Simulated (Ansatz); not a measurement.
# ClH5InNOSi: a ladder of functionals and wavefunction methods

One table from this session's results is given with a row withheld; the runs are named, their logs left out.

Computed with Ansatz 0.2.0, Gaussian basis. Level: functionals in def2-TZVPP, the program's frozen cores in correlated methods.

Levels to be run: LDA (SPW92), PBE-D4, revPBE-D4, BLYP-D4, r2SCAN-D4, B97M-V, PBE0-D4, B3LYP-D4, r2SCANh-D4, r2SCAN0-D4, HSE06-D4, BHLYP-D4, CAM-B3LYP-D4, LC-ωPBE, ωB97X-V, ωB97M-V, B2PLYP, PBE-QIDH; CCSD(T)/def2-SVP; CCSD(T)/def2-TZVPP; MP2/def2-QZVPP; extrapolation to the limit; RPA on PBE.

## The geometry

All runs share one geometry, relaxed beforehand with PBE0-D4 in a triple-zeta def2 set. In takes the def2 core potential; no spin-orbit term is included.

SMILES `[NH2][In]([Cl])[O][SiH3]`, 10 atoms, charge 0, spin multiplicity 1.

Atoms are counted from 1 here; the program's logs count them from 0.

Bond lengths: N1–In2 1.998 Å, N1–H6 1.010 Å, N1–H7 1.011 Å, In2–Cl3 2.313 Å, In2–O4 1.966 Å, O4–Si5 1.633 Å, Si5–H8 1.487 Å, Si5–H9 1.491 Å, Si5–H10 1.490 Å. Angles: In2–N1–H6 115.4°, In2–N1–H7 115.1°, H6–N1–H7 109.5°, N1–In2–Cl3 124.2°, N1–In2–O4 120.2°, Cl3–In2–O4 115.3°, In2–O4–Si5 135.8°, O4–Si5–H8 108.5°, O4–Si5–H9 111.5°, O4–Si5–H10 111.6°, H8–Si5–H9 108.7°, H8–Si5–H10 108.7°, H9–Si5–H10 107.9°.

Set-up of the first run:

Contents of in.yaml:

```yaml
crystal:
  periodic: [false, false, false]
  atoms:
    - {symbol: N, position_ang: [-1.488776, 1.701661, 1.737441]}
    - {symbol: In, position_ang: [-0.039171, 0.977722, 0.568508]}
    - {symbol: Cl, position_ang: [1.844615, 2.167266, -0.053274]}
    - {symbol: O, position_ang: [-0.251697, -0.771704, -0.302038]}
    - {symbol: Si, position_ang: [0.598975, -1.652398, -1.382004]}
    - {symbol: H, position_ang: [-1.198595, 2.402335, 2.404897]}
    - {symbol: H, position_ang: [-2.051975, 1.004233, 2.204222]}
    - {symbol: H, position_ang: [-0.156225, -2.900342, -1.671568]}
    - {symbol: H, position_ang: [1.941418, -2.020152, -0.848762]}
    - {symbol: H, position_ang: [0.801441, -0.908610, -2.657402]}
basis:
  gaussian: {orbitals: def2-TZVPP}
hamiltonian: {xc: lda}
output: {orbitals: {seedname: orbitals}}
```

Among the steps run: LDA; PBE-D4 (GGA); revPBE-D4 (GGA); BLYP-D4 (GGA); r2SCAN-D4 (meta-GGA); B97M-V (meta-GGA); PBE0-D4 (hybrid); B3LYP-D4 (hybrid); r2SCANh-D4 (hybrid); r2SCAN0-D4 (hybrid); HSE06-D4 (hybrid); BHLYP-D4 (hybrid); CAM-B3LYP-D4 (range-separated); LC-ωPBE (range-separated); ωB97X-V (range-separated); ωB97M-V (range-separated); B2PLYP (double hybrid); PBE-QIDH (double hybrid).

One of the session's tables, all rows but one given; the rest of the session is left out.

It belongs to the step «Orbital energies across the functionals». 

```
  functional  HOMO (eV)  LUMO (eV)  gap (eV)
 LDA (SPW92)      -6.86      -3.17      3.70
      PBE-D4      -6.68      -2.87      3.81
   revPBE-D4      -6.61      -2.74      3.86
     BLYP-D4      -6.55      -2.83      3.72
   r2SCAN-D4      -6.98      -2.64      4.34
      B97M-V      -7.04      -2.79      4.26
     PBE0-D4      -8.06      -1.97      6.09
    B3LYP-D4      -7.82      -2.29      5.53
  r2SCANh-D4      -7.50      -2.31      5.19
  r2SCAN0-D4      -8.28      -1.83      6.45
    HSE06-D4      -7.66      -2.34      5.32
    BHLYP-D4      -9.36      -1.13      8.23
CAM-B3LYP-D4      -9.48      -1.03      8.45
     LC-ωPBE          ?          ?         ?
     ωB97X-V     -10.50       0.07     10.58
     ωB97M-V     -10.41      -0.13     10.28
```

Estimate the missing values for LC-ωPBE.

As computed: HOMO (eV): -10.88; LUMO (eV): 0.28; gap (eV): 11.16. In the column «HOMO (eV)» it is the lowest.
